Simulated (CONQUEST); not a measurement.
The system is LaB6.

```
La B
1.0
     4.15700    0.00000    0.00000
     0.00000    4.15700    0.00000
     0.00000    0.00000    4.15700
La B
1 6
Direct
  0.00000 0.00000 0.00000
  0.80250 0.50000 0.50000
  0.19750 0.50000 0.50000
  0.50000 0.80250 0.50000
  0.50000 0.50000 0.19750
  0.50000 0.19750 0.50000
  0.50000 0.50000 0.80250
```

| Item | Value |
| --- | --- |
| Program | CONQUEST 1.3 |
| Task | single point |
| Functional | PBEsol |
| Potentials or basis | PseudoDojo NC PBEsol, DZP, grid cutoff 120 Ha |
| k mesh | 7 × 7 × 7 |
| Occupations | fermi-dirac, width 0.05 eV |
| Spin | no spin polarisation |

On this cell: pressure -0.4 GPa; largest force 0.754 eV/Å; band gap on the k mesh none (metal or under the smearing width).

The same run follows on a disturbed copy (atoms moved at random, drawn with an rms of 0.05 Å):

```
La B
1.0
     4.15700    0.00000    0.00000
     0.00000    4.15700    0.00000
     0.00000    0.00000    4.15700
La B
1 6
Direct
  0.00719 0.99804 0.00469
  0.79065 0.50860 0.50155
  0.20137 0.49228 0.49317
  0.49794 0.81921 0.49730
  0.50639 0.48279 0.19169
  0.48900 0.19956 0.49151
  0.49603 0.49547 0.80503
```

Problem. What changes?

Solution. The energy (extrapolated to zero smearing) moves by +40.7 meV/atom; pressure 0.6 GPa; largest force 3.501 eV/Å; band gap on the k mesh none (metal or under the smearing width).

Forces on the atoms (eV/Å):
```
La  -0.216 -0.058 -0.169
B    0.874 -0.241 -0.160
B   -0.802  0.999  0.312
B   -0.101 -3.500  0.051
B   -0.403  1.113  1.348
B    0.587  1.382  0.510
B    0.083  0.308 -1.881
```

Stress tensor (GPa, compression positive):
```
-0.01 -2.31  0.33
-2.31  1.08 -1.75
 0.33 -1.75  0.71
```

Caveats: the basis of atomic orbitals isn't converged, which shifts pressures, moduli and gaps.
